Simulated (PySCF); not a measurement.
# ethyl methacrylate (C6H10O2): geometry, NMR shifts

What NMR shifts should ethyl methacrylate (C6H10O2) (`C=C(C)C(=O)OCC`) show?

Computed with PySCF 2.14.0, with density-fitted response routines of our own, on a single molecule in the gas phase. Atoms are numbered from 0 throughout.

## 1. Starting geometry

18 atoms, charge 0, multiplicity 1; geometry from: GFN2-xTB. The atoms were then displaced at random by about 0.01 Å, so the start is not that level's minimum.

Bonds of the start (Å): C0–C1 1.32, C1–C2 1.49, C1–C3 1.45, C3–O4 1.23, C3–O5 1.37, O5–C6 1.42, C6–C7 1.52, C0–H8 1.07, C0–H9 1.11, C2–H10 1.10, C2–H11 1.11, C2–H12 1.09, C6–H13 1.10, C6–H14 1.10, C7–H15 1.09, C7–H16 1.09, C7–H17 1.11.

## 2. Relaxing the molecule at PBE0-D3(BJ)/def2-TZVP

What the job is given:

```
{"job": {"xc": "PBE0", "basis": "def2-TZVP", "d3": "d3bj", "grid": 2, "shake": 0.01, "kind": "geom"}, "charge": 0, "multiplicity": 1}
C      1.817800     1.164080     0.596430
C      1.643690     0.068650    -0.114560
C      2.758970    -0.679480    -0.750330
C      0.341640    -0.532250    -0.337460
O      0.119580    -1.555510    -0.973500
O     -0.686180     0.164930     0.236050
C     -1.987850    -0.369610     0.067780
C     -2.960810     0.546200     0.782650
H      2.767410     1.632060     0.770300
H      0.952520     1.694930     1.037880
H      2.798330    -1.697430    -0.346350
H      3.734540    -0.186930    -0.539100
H      2.593500    -0.737590    -1.826090
H     -2.041650    -1.383510     0.479050
H     -2.223790    -0.435390    -1.004430
H     -2.928470     1.559220     0.382680
H     -2.732540     0.598250     1.844230
H     -3.994230     0.161350     0.675710
```

Launch:

```bash
> OMP_NUM_THREADS=2 python probes_run.py task.json out
```

One launch serves the whole session: the jobs run in the order shown.

**Question.** This job is followed by: GIAO PBE0/pcSseg-2 NMR shielding, non-relativistic, gas phase. Predict these results of the whole session: point group; rotational constants (main isotopes); 13C shifts against TMS (PBE0/pcSseg-2); 1H shifts against TMS (PBE0/pcSseg-2, means over atoms taken as alike); 17O shifts against H2O (PBE0/pcSseg-2); surface potential, 1st and 99th percentile.

**Answer**, as computed:

```
                                                              quantity                                      value
                                                           point group                                         Cs
                                  rotational constants (main isotopes)                       4.43, 1.20, 0.96 GHz
                                13C shifts against TMS (PBE0/pcSseg-2)  176.3, 151.2, 135.8, 65.1, 22.5, 15.6 ppm
1H shifts against TMS (PBE0/pcSseg-2, means over atoms taken as alike)           6.56, 5.99, 4.05, 1.98, 1.30 ppm
                                17O shifts against H2O (PBE0/pcSseg-2)                           425.8, 200.7 ppm
                                 surface potential, 1st and 99th percentile                         -1.68 V and 0.95 V
```

In words: The optimisation took 9 steps and gained 0.124 eV; among the close pairs (by a distance rule), C1–C3 changed most, from 1.451 to 1.488 Å. No frequency check was run at this level, so the end point may be a saddle. The most deshielded carbon is C3 (ester carbonyl carbon), at 176.3 ppm: it is a carbonyl in resonance with an O or N lone pair, the region of acids, esters and amides. At PBE0/pcSseg-2: Shielding is most anisotropic at O4 (span 706 ppm, paramagnetic term -496 ppm). By nearest atom (PBE0/pcSseg-2), the HOMO sits on C0, C1 about 34 % each and the LUMO on C0, C3 about 22 % each; C1 18 %.
